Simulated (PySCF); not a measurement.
# Cu+: excitation energies in x2c-TZVPPall, part 2 of 2

Each state of copper is computed at each level; their differences give the excitation energy. How far do the methods differ?

PySCF 2.14.0; x2c-TZVPPall, scalar relativity by spin-free X2C-1e. The scripts are equivalent inputs of a driver's runs. The steps go on from the part before.

## (4) Cu+ [Ar] 3d9 4s1

**UHF**

File input.py:

```python
from pyscf import gto, scf, dft, mp, cc
import basis_set_exchange as bse
mol = gto.M(atom="Cu 0 0 0", charge=1, spin=2, symmetry="D2h",
            basis=gto.basis.parse(bse.get_basis("x2c-TZVPPall", elements=["Cu"], fmt="nwchem")),
            nucmod="G")
mf = scf.UHF(mol).sfx2c1e()
mf.irrep_nelec = {'Ag': (6, 4), 'B1g': (1, 1), 'B2g': (1, 1), 'B3g': (1, 1), 'B1u': (2, 2), 'B2u': (2, 2), 'B3u': (2, 2)}
mf.kernel()
```

Log:

```text
damping factor = 0
level_shift factor = 0
DIIS = <class 'pyscf.scf.diis.CDIIS'>
diis_start_cycle = 1
diis_space = 10
diis_damp = 0
SCF conv_tol = 1e-09
SCF conv_tol_grad = None
number electrons alpha = 15  beta = 13
cycle= 1 E= -1652.86360459921  delta_E= -0.00503  |g|= 0.0263  |ddm|= 0.03
cycle= 2 E= -1652.86368735148  delta_E= -8.28e-05  |g|= 0.00402  |ddm|= 0.00563
cycle= 3 E= -1652.86369093209  delta_E= -3.58e-06  |g|= 0.00124  |ddm|= 0.00215
cycle= 4 E= -1652.86369123407  delta_E= -3.02e-07  |g|= 0.000395  |ddm|= 0.000486
cycle= 5 E= -1652.86369132852  delta_E= -9.44e-08  |g|= 6.41e-05  |ddm|= 0.000463
cycle= 6 E= -1652.86369133234  delta_E= -3.82e-09  |g|= 1.97e-05  |ddm|= 9.63e-05
cycle= 7 E= -1652.86369133292  delta_E= -5.78e-10  |g|= 4.83e-06  |ddm|= 4.66e-05
converged SCF energy = -1652.86369133292  <S^2> = 2.0007651  2S+1 = 3.00051
```

CPU time 2.7 s on a shared host, the integrals not counted.

Orbital energies by shell (radii are means over both spins):

```
shell  electrons  mean orbital energy (eV)  spread (eV)  rms radius (bohr)
 1s α          1                   -9063.1            0             0.0601
 1s β          1                   -9062.9            0             0.0601
 2s α          1                   -1150.3            0              0.254
 2s β          1                   -1149.1            0              0.254
 2p α          3                   -990.80        1.173              0.228
 2p β          3                   -989.71        0.043              0.228
 3s α          1                   -157.70            0              0.762
 3s β          1                   -154.56            0              0.762
 3p α          3                   -108.72        2.399              0.811
 3p β          3                   -105.26        1.660              0.811
 3d α          5                   -29.754        2.878               1.05
 3d β          4                   -28.072        2.231               1.05
 4s α          1                   -16.560            0               2.79
```

⟨S²⟩ = 2.001, ⟨L²⟩ = 6.02.

Spin-orbit constants on these orbitals (cm⁻¹; bare nucleus, screened nucleus, mean field): 3d 1402, 918.4, 834.6. To first order in LS coupling the lowest level has J = 3 and lies 0.103 eV below the centre of the term.

**LDA**

input.py, as changed from the run before:

```diff
@@ -5,3 +5,3 @@
             nucmod="G")
-mf = scf.UHF(mol).sfx2c1e()
+mf = dft.UKS(mol, xc="LDA,VWN").sfx2c1e()
 mf.irrep_nelec = {'Ag': (6, 4), 'B1g': (1, 1), 'B2g': (1, 1), 'B3g': (1, 1), 'B1u': (2, 2), 'B2u': (2, 2), 'B3u': (2, 2)}
```

Log:

```text
damping factor = 0
level_shift factor = 0
DIIS = <class 'pyscf.scf.diis.CDIIS'>
diis_start_cycle = 1
diis_space = 10
diis_damp = 0
SCF conv_tol = 1e-09
SCF conv_tol_grad = None
number electrons alpha = 15  beta = 13
XC functionals = LDA,VWN
    P. A. M. Dirac.,  Math. Proc. Cambridge Philos. Soc. 26, 376 (1930)
    F. Bloch.,  Z. Phys. 57, 545 (1929)
    S. H. Vosko, L. Wilk, and M. Nusair.,  Can. J. Phys. 58, 1200 (1980)
cycle= 1 E= -1651.44429460152  delta_E= -0.00404  |g|= 0.357  |ddm|=  0.3
cycle= 2 E= -1651.38532611632  delta_E= 0.059  |g|= 0.741  |ddm|=  0.3
cycle= 3 E= -1651.46385804087  delta_E= -0.0785  |g|= 0.0212  |ddm|= 0.185
cycle= 4 E= -1651.46394472598  delta_E= -8.67e-05  |g|= 0.00216  |ddm|= 0.00987
cycle= 5 E= -1651.46394543609  delta_E= -7.1e-07  |g|= 3.52e-05  |ddm|= 0.000637
cycle= 6 E= -1651.46394543628  delta_E= -1.89e-10  |g|= 2.3e-06  |ddm|= 1.37e-05
converged SCF energy = -1651.46394543628  <S^2> = 2.0001396  2S+1 = 3.0000931
```

It used 0.73 s of CPU time after the integrals (shared host).

**PBE**

input.py, as changed from the run before:

```diff
@@ -5,3 +5,3 @@
             nucmod="G")
-mf = dft.UKS(mol, xc="LDA,VWN").sfx2c1e()
+mf = dft.UKS(mol, xc="PBE").sfx2c1e()
 mf.irrep_nelec = {'Ag': (6, 4), 'B1g': (1, 1), 'B2g': (1, 1), 'B3g': (1, 1), 'B1u': (2, 2), 'B2u': (2, 2), 'B3u': (2, 2)}
```

Log:

```text
damping factor = 0
level_shift factor = 0
DIIS = <class 'pyscf.scf.diis.CDIIS'>
diis_start_cycle = 1
diis_space = 10
diis_damp = 0
SCF conv_tol = 1e-09
SCF conv_tol_grad = None
number electrons alpha = 15  beta = 13
XC functionals = PBE
    J. P. Perdew, K. Burke, and M. Ernzerhof.,  Phys. Rev. Lett. 77, 3865 (1996)
    J. P. Perdew, K. Burke, and M. Ernzerhof.,  Phys. Rev. Lett. 78, 1396 (1997)
    J. P. Perdew, K. Burke, and M. Ernzerhof.,  Phys. Rev. Lett. 77, 3865 (1996)
    J. P. Perdew, K. Burke, and M. Ernzerhof.,  Phys. Rev. Lett. 78, 1396 (1997)
cycle= 1 E= -1654.10056985119  delta_E= -0.00539  |g|= 0.309  |ddm|= 0.256
cycle= 2 E= -1654.05612162262  delta_E= 0.0444  |g|= 0.641  |ddm|= 0.268
cycle= 3 E= -1654.11554976734  delta_E= -0.0594  |g|= 0.0199  |ddm|= 0.162
cycle= 4 E= -1654.11562496759  delta_E= -7.52e-05  |g|= 0.0015  |ddm|= 0.00961
cycle= 5 E= -1654.11562531361  delta_E= -3.46e-07  |g|= 2.07e-05  |ddm|= 0.000476
cycle= 6 E= -1654.11562531374  delta_E= -1.25e-10  |g|= 2.55e-06  |ddm|= 1.29e-05
converged SCF energy = -1654.11562531374  <S^2> = 2.0002674  2S+1 = 3.0001783
```

It used 1.2 s of CPU time after the integrals (shared host).

**PBE0**

input.py, as changed from the run before:

```diff
@@ -5,3 +5,3 @@
             nucmod="G")
-mf = dft.UKS(mol, xc="PBE").sfx2c1e()
+mf = dft.UKS(mol, xc="PBE0").sfx2c1e()
 mf.irrep_nelec = {'Ag': (6, 4), 'B1g': (1, 1), 'B2g': (1, 1), 'B3g': (1, 1), 'B1u': (2, 2), 'B2u': (2, 2), 'B3u': (2, 2)}
```

Log:

```text
damping factor = 0
level_shift factor = 0
DIIS = <class 'pyscf.scf.diis.CDIIS'>
diis_start_cycle = 1
diis_space = 10
diis_damp = 0
SCF conv_tol = 1e-09
SCF conv_tol_grad = None
number electrons alpha = 15  beta = 13
XC functionals = PBE0
    C. Adamo and V. Barone.,  J. Chem. Phys. 110, 6158 (1999)
    M. Ernzerhof and G. E. Scuseria.,  J. Chem. Phys. 110, 5029 (1999)
cycle= 1 E= -1654.12022564747  delta_E= -0.00827  |g|= 0.154  |ddm|= 0.175
cycle= 2 E= -1654.11427800361  delta_E= 0.00595  |g|= 0.259  |ddm|= 0.13
cycle= 3 E= -1654.12371919957  delta_E= -0.00944  |g|= 0.00254  |ddm|= 0.0656
cycle= 4 E= -1654.12372084688  delta_E= -1.65e-06  |g|= 0.000631  |ddm|= 0.00272
cycle= 5 E= -1654.12372093597  delta_E= -8.91e-08  |g|= 4.04e-05  |ddm|= 0.000955
cycle= 6 E= -1654.12372093689  delta_E= -9.29e-10  |g|= 5.45e-06  |ddm|= 5.61e-05
converged SCF energy = -1654.12372093689  <S^2> = 2.0002984  2S+1 = 3.000199
```

CPU time 1.4 s on a shared host, the integrals not counted.

**r2SCAN**

input.py, as changed from the run before:

```diff
@@ -5,3 +5,3 @@
             nucmod="G")
-mf = dft.UKS(mol, xc="PBE0").sfx2c1e()
+mf = dft.UKS(mol, xc="R2SCAN").sfx2c1e()
 mf.irrep_nelec = {'Ag': (6, 4), 'B1g': (1, 1), 'B2g': (1, 1), 'B3g': (1, 1), 'B1u': (2, 2), 'B2u': (2, 2), 'B3u': (2, 2)}
```

Log:

```text
damping factor = 0
level_shift factor = 0
DIIS = <class 'pyscf.scf.diis.CDIIS'>
diis_start_cycle = 1
diis_space = 10
diis_damp = 0
SCF conv_tol = 1e-09
SCF conv_tol_grad = None
number electrons alpha = 15  beta = 13
XC functionals = R2SCAN
    J. W. Furness, A. D. Kaplan, J. Ning, J. P. Perdew, and J. Sun.,  J. Phys. Chem. Lett. 11, 8208-8215 (2020)
    J. W. Furness, A. D. Kaplan, J. Ning, J. P. Perdew, and J. Sun.,  J. Phys. Chem. Lett. 11, 9248-9248 (2020)
    J. W. Furness, A. D. Kaplan, J. Ning, J. P. Perdew, and J. Sun.,  J. Phys. Chem. Lett. 11, 8208-8215 (2020)
    J. W. Furness, A. D. Kaplan, J. Ning, J. P. Perdew, and J. Sun.,  J. Phys. Chem. Lett. 11, 9248-9248 (2020)
cycle= 1 E= -1654.32870260049  delta_E= -0.00867  |g|= 0.198  |ddm|= 0.212
cycle= 2 E= -1654.31351898692  delta_E= 0.0152  |g|= 0.385  |ddm|= 0.178
cycle= 3 E= -1654.33496942832  delta_E= -0.0215  |g|= 0.00964  |ddm|= 0.0944
cycle= 4 E= -1654.33498956102  delta_E= -2.01e-05  |g|= 0.00119  |ddm|= 0.00912
cycle= 5 E= -1654.33499018628  delta_E= -6.25e-07  |g|= 7.16e-05  |ddm|= 0.00472
cycle= 6 E= -1654.33499019066  delta_E= -4.38e-09  |g|= 3.53e-06  |ddm|= 0.000441
cycle= 7 E= -1654.33499019067  delta_E= -9.32e-12  |g|= 8.2e-07  |ddm|= 8.95e-06
converged SCF energy = -1654.33499019067  <S^2> = 2.0008764  2S+1 = 3.0005842
```

CPU time 3 s on a shared host, the integrals not counted.

**wB97X**

input.py, as changed from the run before:

```diff
@@ -5,3 +5,3 @@
             nucmod="G")
-mf = dft.UKS(mol, xc="R2SCAN").sfx2c1e()
+mf = dft.UKS(mol, xc="WB97X").sfx2c1e()
 mf.irrep_nelec = {'Ag': (6, 4), 'B1g': (1, 1), 'B2g': (1, 1), 'B3g': (1, 1), 'B1u': (2, 2), 'B2u': (2, 2), 'B3u': (2, 2)}
```

Log:

```text
damping factor = 0
level_shift factor = 0
DIIS = <class 'pyscf.scf.diis.CDIIS'>
diis_start_cycle = 1
diis_space = 10
diis_damp = 0
SCF conv_tol = 1e-09
SCF conv_tol_grad = None
number electrons alpha = 15  beta = 13
XC functionals = WB97X
    J.-D. Chai and M. Head-Gordon.,  J. Chem. Phys. 128, 084106 (2008)
cycle= 1 E= -1654.40124001982  delta_E= -0.0117  |g|= 0.141  |ddm|= 0.161
cycle= 2 E= -1654.39900942467  delta_E= 0.00223  |g|= 0.192  |ddm|= 0.117
cycle= 3 E= -1654.40392728442  delta_E= -0.00492  |g|= 0.00776  |ddm|= 0.0474
cycle= 4 E= -1654.40395138708  delta_E= -2.41e-05  |g|= 0.00102  |ddm|= 0.0211
cycle= 5 E= -1654.40395318532  delta_E= -1.8e-06  |g|= 0.000247  |ddm|= 0.00659
cycle= 6 E= -1654.40395338375  delta_E= -1.98e-07  |g|= 0.000105  |ddm|= 0.00104
cycle= 7 E= -1654.40395343624  delta_E= -5.25e-08  |g|= 1.12e-05  |ddm|= 0.00073
cycle= 8 E= -1654.4039534366  delta_E= -3.65e-10  |g|= 1.33e-06  |ddm|= 5.9e-05
converged SCF energy = -1654.4039534366  <S^2> = 2.0004274  2S+1 = 3.0002849
```

It used 2.3 s of CPU time after the integrals (shared host).

**M06**

input.py, as changed from the run before:

```diff
@@ -5,3 +5,3 @@
             nucmod="G")
-mf = dft.UKS(mol, xc="WB97X").sfx2c1e()
+mf = dft.UKS(mol, xc="M06").sfx2c1e()
 mf.irrep_nelec = {'Ag': (6, 4), 'B1g': (1, 1), 'B2g': (1, 1), 'B3g': (1, 1), 'B1u': (2, 2), 'B2u': (2, 2), 'B3u': (2, 2)}
```

Log:

```text
damping factor = 0
level_shift factor = 0
DIIS = <class 'pyscf.scf.diis.CDIIS'>
diis_start_cycle = 1
diis_space = 10
diis_damp = 0
SCF conv_tol = 1e-09
SCF conv_tol_grad = None
number electrons alpha = 15  beta = 13
XC functionals = M06
    Y. Zhao and D. G. Truhlar.,  Theor. Chem. Acc. 120, 215 (2008)
    Y. Zhao and D. G. Truhlar.,  Theor. Chem. Acc. 120, 215 (2008)
cycle= 1 E= -1654.33537854624  delta_E= -0.011  |g|= 0.181  |ddm|= 0.296
cycle= 2 E= -1654.32793956775  delta_E= 0.00744  |g|= 0.293  |ddm|= 0.126
cycle= 3 E= -1654.33978728695  delta_E= -0.0118  |g|= 0.00733  |ddm|= 0.076
cycle= 4 E= -1654.33980231422  delta_E= -1.5e-05  |g|= 0.0017  |ddm|= 0.00519
cycle= 5 E= -1654.33980349921  delta_E= -1.18e-06  |g|= 0.000154  |ddm|= 0.00206
cycle= 6 E= -1654.33980353956  delta_E= -4.03e-08  |g|= 2.58e-05  |ddm|= 0.0005
cycle= 7 E= -1654.33980354167  delta_E= -2.11e-09  |g|= 3.2e-06  |ddm|= 0.000136
cycle= 8 E= -1654.33980354169  delta_E= -2.18e-11  |g|= 7.23e-07  |ddm|= 1.38e-05
converged SCF energy = -1654.33980354169  <S^2> = 2.000629  2S+1 = 3.0004193
```

It used 3.5 s of CPU time after the integrals (shared host).

**BHandHLYP**

input.py, as changed from the run before:

```diff
@@ -5,3 +5,3 @@
             nucmod="G")
-mf = dft.UKS(mol, xc="M06").sfx2c1e()
+mf = dft.UKS(mol, xc="BHANDHLYP").sfx2c1e()
 mf.irrep_nelec = {'Ag': (6, 4), 'B1g': (1, 1), 'B2g': (1, 1), 'B3g': (1, 1), 'B1u': (2, 2), 'B2u': (2, 2), 'B3u': (2, 2)}
```

Log:

```text
damping factor = 0
level_shift factor = 0
DIIS = <class 'pyscf.scf.diis.CDIIS'>
diis_start_cycle = 1
diis_space = 10
diis_damp = 0
SCF conv_tol = 1e-09
SCF conv_tol_grad = None
number electrons alpha = 15  beta = 13
XC functionals = BHANDHLYP
    A. D. Becke.,  J. Chem. Phys. 98, 1372 (1993)
    Defined through Gaussian implementation.
cycle= 1 E= -1654.32654443614  delta_E= -0.00696  |g|= 0.0832  |ddm|= 0.133
cycle= 2 E= -1654.32575347537  delta_E= 0.000791  |g|= 0.114  |ddm|= 0.0733
cycle= 3 E= -1654.32753088715  delta_E= -0.00178  |g|= 0.00198  |ddm|= 0.0285
cycle= 4 E= -1654.32753244821  delta_E= -1.56e-06  |g|= 0.000409  |ddm|= 0.00611
cycle= 5 E= -1654.3275325227  delta_E= -7.45e-08  |g|= 4.96e-05  |ddm|= 0.00122
cycle= 6 E= -1654.32753252804  delta_E= -5.34e-09  |g|= 1.5e-05  |ddm|= 0.000202
cycle= 7 E= -1654.32753252861  delta_E= -5.7e-10  |g|= 1.13e-06  |ddm|= 7.31e-05
converged SCF energy = -1654.32753252861  <S^2> = 2.0004016  2S+1 = 3.0002677
```

CPU time 1.5 s on a shared host, the integrals not counted.

**M06-L**

input.py, as changed from the run before:

```diff
@@ -5,3 +5,3 @@
             nucmod="G")
-mf = dft.UKS(mol, xc="BHANDHLYP").sfx2c1e()
+mf = dft.UKS(mol, xc="M06L").sfx2c1e()
 mf.irrep_nelec = {'Ag': (6, 4), 'B1g': (1, 1), 'B2g': (1, 1), 'B3g': (1, 1), 'B1u': (2, 2), 'B2u': (2, 2), 'B3u': (2, 2)}
```

Log:

```text
damping factor = 0
level_shift factor = 0
DIIS = <class 'pyscf.scf.diis.CDIIS'>
diis_start_cycle = 1
diis_space = 10
diis_damp = 0
SCF conv_tol = 1e-09
SCF conv_tol_grad = None
number electrons alpha = 15  beta = 13
XC functionals = M06L
    Y. Zhao and D. G. Truhlar.,  J. Chem. Phys. 125, 194101 (2006)
    Y. Zhao and D. G. Truhlar.,  J. Chem. Phys. 125, 194101 (2006)
    Y. Zhao and D. G. Truhlar.,  Theor. Chem. Acc. 120, 215 (2008)
cycle= 1 E= -1654.28204484745  delta_E= -0.0118  |g|= 0.171  |ddm|= 0.32
cycle= 2 E= -1654.2694280402  delta_E= 0.0126  |g|= 0.344  |ddm|= 0.171
cycle= 3 E= -1654.28699416181  delta_E= -0.0176  |g|= 0.0105  |ddm|= 0.092
cycle= 4 E= -1654.2870230195  delta_E= -2.89e-05  |g|= 0.00132  |ddm|= 0.0086
cycle= 5 E= -1654.28702365523  delta_E= -6.36e-07  |g|= 0.000152  |ddm|= 0.00201
cycle= 6 E= -1654.28702367478  delta_E= -1.95e-08  |g|= 2.52e-05  |ddm|= 0.000343
cycle= 7 E= -1654.28702367498  delta_E= -2.01e-10  |g|= 3.54e-06  |ddm|= 2e-05
converged SCF energy = -1654.28702367498  <S^2> = 2.0004223  2S+1 = 3.0002815
```

CPU time 3 s on a shared host, the integrals not counted.

## (5) Cu+ [Ar] 3d9 4s1, continued

**MP2 (valence)**

input.py, as its differences from that of step 4:

```diff
@@ -5,4 +5,5 @@
             nucmod="G")
-mf = dft.UKS(mol, xc="M06L").sfx2c1e()
+mf = scf.UHF(mol).sfx2c1e()
 mf.irrep_nelec = {'Ag': (6, 4), 'B1g': (1, 1), 'B2g': (1, 1), 'B3g': (1, 1), 'B1u': (2, 2), 'B2u': (2, 2), 'B3u': (2, 2)}
 mf.kernel()
+mp.UMP2(mf, frozen=9).kernel()
```

The driver printed no log here.

CPU time 0.12 s on a shared host, the integrals not counted.

With 10 electrons correlated, the MP2 correlation energy is -0.35300 hartree (-0.13184 same spin, -0.22116 opposite spin); the SCS form gives -0.30934. Largest pairs of shells: 3d-3d -0.3292, 3d-4s -0.0238, 4s-4s 0.0000.

**MP2 (valence and next inner shell)**

input.py, as changed from the run before:

```diff
@@ -8,2 +8,2 @@
 mf.kernel()
-mp.UMP2(mf, frozen=9).kernel()
+mp.UMP2(mf, frozen=5).kernel()
```

This step left no log, only its results.

CPU time 0.18 s on a shared host, the integrals not counted.

With 18 electrons correlated, the MP2 correlation energy is -0.68280 hartree (-0.22898 same spin, -0.45382 opposite spin); the SCS form gives -0.62091. Largest pairs of shells: 3d-3d -0.3292, 3p-3d -0.2057, 3p-3p -0.0487, 3s-3d -0.0435, 3d-4s -0.0238.

Radial density 4πr²ρ of Cu+ at UHF:

```
r (bohr)  density  spin density
0.000855    0.226         0.000
 0.00144    0.568         0.000
 0.00242     1.41         0.001
 0.00407     3.40         0.001
 0.00685     7.71         0.003
  0.0115     15.8         0.006
  0.0194     27.1         0.009
  0.0326     35.2         0.009
  0.0548     31.4         0.002
  0.0922     29.0         0.015
   0.155     40.0         0.096
   0.261     26.9         0.355
   0.439     18.8         0.979
   0.738     20.3         1.018
    1.24     6.20         0.533
    2.09     1.12         0.508
    3.51    0.256         0.226
    5.91  0.00547         0.005
```

## (6) How the shells move

Highest occupied Hartree-Fock shell of each state: Cu+ [Ar] 3d9 4p1 4p α at -11.239 eV; Cu+ [Ar] 3d9 4s1 4s α at -16.560 eV.

## (7) Differences of total energies

Excitation energy: Cu+ [Ar] 3d10 (1S) → Cu+ [Ar] 3d9 4p1 (high-spin determinant).

```
                                method  value (eV)
                                   UHF       5.997
                                   LDA       8.839
                                   PBE       8.335
                                  PBE0       7.937
                                r2SCAN       7.870
                                 wB97X       8.502
                                   M06       8.544
                             BHandHLYP       7.548
                                 M06-L       8.014
                         MP2 (valence)       9.035
                     SCS-MP2 (valence)       8.718
    MP2 (valence and next inner shell)       9.645
SCS-MP2 (valence and next inner shell)       9.193
```

A first-order spin-orbit estimate (lowest level to lowest level, LS coupling) adds -0.074 eV. The determinant of Cu+ mixes LS terms, which raises its energy at the Hartree-Fock and MP2 levels.

Excitation energy: Cu+ [Ar] 3d10 (1S) → Cu+ [Ar] 3d9 4s1 (3D).

```
                                method  value (eV)  error (eV)
                                   UHF       0.721      -2.087
                                   LDA       3.133      +0.325
                                   PBE       2.801      -0.007
                                  PBE0       2.454      -0.354
                                r2SCAN       2.367      -0.442
                                 wB97X       2.921      +0.113
                                   M06       2.915      +0.107
                             BHandHLYP       1.999      -0.809
                                 M06-L       2.476      -0.332
                         MP2 (valence)       3.458      +0.650
                     SCS-MP2 (valence)       3.178      +0.370
    MP2 (valence and next inner shell)       3.998      +1.190
SCS-MP2 (valence and next inner shell)       3.604      +0.796
```

Reference: 2.808 eV (measured; NIST levels, between the centres of gravity of the two terms). Errors of the correlated levels include the incompleteness of this basis.

The differences also use runs on Cu+ [Ar] 3d10 (1S), which are not shown here.

## (8) Outcome

This closing draws on all 2 parts.

| quantity | value |
| --- | --- |
| excitation energy, Cu+ → [Ar] 3d9 4p1 | UHF 5.997, MP2 (valence and next inner shell) 9.645 eV |
| excitation energy, Cu+ → [Ar] 3d9 4s1 | UHF 0.721, MP2 (valence and next inner shell) 3.998 eV; reference 2.808 |

Each level's miss (mean over 1 difference):

```
                                method  mean absolute miss against the measured value (with the measured fine structure taken into account where it is known) (eV)
                                   UHF                                                                                                                       2.087
                                   LDA                                                                                                                       0.325
                                   PBE                                                                                                                       0.007
                                  PBE0                                                                                                                       0.354
                                r2SCAN                                                                                                                       0.442
                                 wB97X                                                                                                                       0.113
                                   M06                                                                                                                       0.107
                             BHandHLYP                                                                                                                       0.809
                                 M06-L                                                                                                                       0.332
                         MP2 (valence)                                                                                                                       0.650
                     SCS-MP2 (valence)                                                                                                                       0.370
    MP2 (valence and next inner shell)                                                                                                                       1.190
SCS-MP2 (valence and next inner shell)                                                                                                                       0.796
```

What this shows: Against experiment PBE comes closest (off by 0.01 eV) and UHF is farthest (2.09 eV). PBE is off by -0.01 eV. All values hold for this basis alone; no basis-set limit was taken.
